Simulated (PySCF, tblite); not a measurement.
**C4H8O2SeSi2: geometry, infrared bands and NMR shifts**

Aim: predict the infrared bands and NMR shifts of C4H8O2SeSi2 (`O=C[C@@H]1[Se][SiH2]C[Si@@H]1C=O`).

The runs use tblite 0.8.0 and PySCF 2.14.0, with density-fitted response routines of our own; the level of theory stands in each step. All values are computed, except where a source is named. Atoms are numbered from 0 throughout.

## Step 1: Starting geometry

17 atoms, charge 0, multiplicity 1; geometry from: force field or distance geometry start.

Bonds of the start (Å): O0–C1 1.25, C1–C2 1.47, C2–Se3 1.97, Se3–Si4 2.31, Si4–C5 1.86, C5–Si6 1.88, Si6–C7 1.83, C7–O8 1.24, Si6–C2 1.86, C1–H9 1.09, C2–H10 1.09, Si4–H11 1.47, Si4–H12 1.46, C5–H13 1.13, C5–H14 1.11, Si6–H15 1.47, C7–H16 1.08.

## Step 2: Relaxing the molecule with GFN2-xTB

What the job is given:

```
{"job": {"kind": "relax", "xc": "GFN2-xTB", "basis": "xTB"}, "charge": 0, "multiplicity": 1}
O      3.478500    -0.256300    -1.171300
C      2.260200    -0.010500    -1.334900
C      1.358600    -0.511800    -0.285200
Se     0.057800    -1.737100    -1.107000
Si    -1.682400    -1.429200     0.374400
C     -0.929400    -0.165500     1.515600
Si     0.289400     0.814000     0.464800
C     -0.680700     1.753700    -0.766700
O     -1.568900     1.141100    -1.385600
H      1.908700     0.542600    -2.203200
H      1.880100    -1.028200     0.517800
H     -2.843800    -0.886200    -0.351600
H     -1.994800    -2.658300     1.105400
H     -0.399200    -0.666600     2.382700
H     -1.707400     0.538600     1.882300
H      1.044300     1.768900     1.294700
H     -0.478000     2.802900    -0.942300
```

Launch:

```console
$ OMP_NUM_THREADS=1 python probes_run.py task.json out
```

This one command runs all jobs of the session in turn.

**Question.** This job is followed by: GFN2-xTB harmonic vibrations, gas phase; GIAO PBE0/pcSseg-1 NMR shielding, non-relativistic, gas phase. What will the session give for the following? strongest single infrared mode (GFN2-xTB); zero-point energy (GFN2-xTB); 13C shifts against TMS (PBE0/pcSseg-1); 1H shifts against TMS (PBE0/pcSseg-1); 17O shifts against H2O (PBE0/pcSseg-1); 77Se shifts against Me2Se (PBE0/pcSseg-1); 29Si shifts against TMS (PBE0/pcSseg-1).

The runs gave:

```
                                 quantity                                                value
strongest single infrared mode (GFN2-xTB)                                1752 cm⁻¹, 401 km/mol
             zero-point energy (GFN2-xTB)                                        65.9 kcal/mol
   13C shifts against TMS (PBE0/pcSseg-1)                         248.4, 204.7, 53.5, -3.1 ppm
    1H shifts against TMS (PBE0/pcSseg-1)  12.32, 9.59, 5.76, 5.38, 5.13, 3.93, 0.39, 0.14 ppm
   17O shifts against H2O (PBE0/pcSseg-1)                                     956.9, 682.4 ppm
77Se shifts against Me2Se (PBE0/pcSseg-1)                                             -194 ppm
  29Si shifts against TMS (PBE0/pcSseg-1)                                      -6.8, -17.9 ppm
```

What this shows: The optimisation took 101 steps and gained 0.671 eV; among the close pairs (by a distance rule), Si6–C7 changed most, from 1.828 to 1.925 Å. No mode is imaginary among the 45: a minimum at this level. The strongest single mode, at 1752 cm⁻¹, moves mainly C1 and O0. Unscaled tight-binding wavenumbers are off by several per cent, some by more. Its intensities can rank the bands wrongly. At PBE0/pcSseg-1: The largest span, 2126 ppm, is at O8, where the paramagnetic term is -1022 ppm. Spin-orbit coupling is left out, which matters for shieldings and couplings at and beside the heavy atoms.
